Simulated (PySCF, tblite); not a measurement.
# C5H7N2O radical: geometry, infrared bands and EPR parameters

Wanted: the infrared bands and EPR parameters of C5H7N2O radical (`[CH2]C[C@H](C#N)C(N)=O`), by calculation.

Computed with tblite 0.8.0 and PySCF 2.14.0, with density-fitted response routines of our own, on a single molecule in the gas phase. Atoms count from 0, in the outputs and in this text.

## (1) Starting geometry

15 atoms, charge 0, multiplicity 2; geometry from: force field or distance geometry start.

Bonds of the start (Å): C0–C1 1.50, C1–C2 1.51, C2–C3 1.48, C3–N4 1.16, C2–C5 1.47, C5–N6 1.42, C5–O7 1.27, C0–H8 1.11, C0–H9 1.11, C1–H10 1.10, C1–H11 1.12, C2–H12 1.12, N6–H13 1.05, N6–H14 1.02.

## (2) Geometry optimisation with GFN2-xTB

What the job is given:

```
{"job": {"kind": "relax", "xc": "GFN2-xTB", "basis": "xTB"}, "charge": 0, "multiplicity": 2}
C     -2.261600     0.166500    -0.406200
C     -0.998500    -0.490500     0.051700
C      0.066600     0.560500     0.257300
C      0.258000     1.234500    -1.041100
N      0.408800     1.766500    -2.057500
C      1.350700    -0.035500     0.655800
N      2.065800    -0.974100    -0.138100
O      1.836500     0.333800     1.771200
H     -3.113300    -0.118200     0.243600
H     -2.133400     1.261600    -0.491100
H     -1.155900    -1.152000     0.912200
H     -0.662800    -1.136200    -0.804800
H     -0.274600     1.320200     1.009000
H      1.733300    -1.974500    -0.120100
H      2.875900    -0.754400    -0.720200
```

On the command line:

```sh
$ OMP_NUM_THREADS=1 python probes_run.py task.json out
```

The driver reads the jobs from task.json and runs them one after another.

**Question.** This job is followed by: GFN2-xTB harmonic vibrations, gas phase; UKS B3LYP, pcH-1 on C H N O, non-relativistic, mean-field spin-orbit, GIAO. Predict these results of the whole session: strongest single infrared mode (GFN2-xTB); zero-point energy (GFN2-xTB); g(iso) (B3LYP); ⟨S²⟩; largest a(iso) (averaged by class); surface potential, 1st and 99th percentile.

The runs gave:

| quantity | value |
| --- | --- |
| strongest single infrared mode (GFN2-xTB) | 1780 cm⁻¹, 577 km/mol |
| zero-point energy (GFN2-xTB) | 69.9 kcal/mol |
| g(iso) (B3LYP) | 2.00258 |
| ⟨S²⟩ | 0.754 (exact 0.75) |
| largest a(iso) (averaged by class) | 13C on C0, 96.7 MHz |
| surface potential, 1st and 99th percentile | -1.63 V and 2.14 V |

In words: Relaxing lowered the energy by 1.759 eV in 167 steps; the close pair that moved most is C5–N6, from 1.422 to 1.349 Å. All 39 modes are real, so the xTB geometry is a minimum. The strongest single mode, at 1780 cm⁻¹, moves mainly C5 and O7. Unscaled tight-binding wavenumbers are off by several per cent, some by more. Its intensities can rank the bands wrongly. Most of the unpaired spin sits on C0 (1.07 e). The isotropic g lies 0.3 ppt above the free-electron value.
